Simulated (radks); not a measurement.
# Eu⁺ in [Xe] 4f7 6s1: an all-electron calculation

Aim: the levels, the sizes of the orbitals and the parts of the energy of the europium ion Eu+.

Program: radks (a radial shooting solver on a logarithmic mesh, Libxc functionals) version 1. Level of theory: Dirac Kohn-Sham, PBEsol, spin-unpolarised, spherical densities, finite nucleus; open shells are shared between the two j in proportion to 2j + 1. These are calculated values, not measurements, unless marked.

### Step 1. The system

| Quantity | Value |
| --- | --- |
| element | europium (Z = 63) |
| charge | +1 |
| electrons | 62 |
| configuration | [Xe] 4f7 6s1 |
| nuclear rms radius | 5.1115 fm |

Outer shells as boxes (Hund's rule):

Eu⁺
```
[Xe] core
4f [↑ ][↑ ][↑ ][↑ ][↑ ][↑ ][↑ ]
6s [↑ ]
```

### Step 2. The calculation

The run's settings:

```text
Z 63
configuration [Xe] 4f7 6s1 5d0 6p0
relativity Dirac
functional pbe_sol,pbe_sol
spin unpolarised
j_filling average
nucleus finite rms 5.1115 fm
c 137.035999084
```

Started as:

```console
$ python run_ks.py task.json out
```

The same process makes all the runs of this session.

**Question.** What will this run give?

As calculated:

| quantity | value |
| --- | --- |
| total energy | -10847.4015 hartree |
| exchange-correlation share of it | 2.21 % |
| −T/E | 1.0871 |
| highest occupied level | 6s1/2, -8.519 eV |
| most extended occupied level | 6s1/2, <r> = 3.85 bohr |
| radius at density 0.001 e/bohr³ | 4.51 bohr |
| maxima of the radial density | 4 |
| ionisation energy, NIST | 11.24 (semi-emp.) eV |

6 principal shells are occupied and 4 maxima appear in the radial density; where shells overlap, one shows as a shoulder or not at all. Relativity lifts −T/E to 1.087. The top level binds by 8.519 eV, 76 % of the NIST ionisation energy of 11.24 eV; the potential of a semilocal functional falls off too fast, so its top eigenvalue is too shallow. Spin polarisation and multiplet splitting are left out. Sharing an open shell by 2j + 1 raises it above the true ground level by a part of the spin-orbit splitting, which enters the differences from NIST.
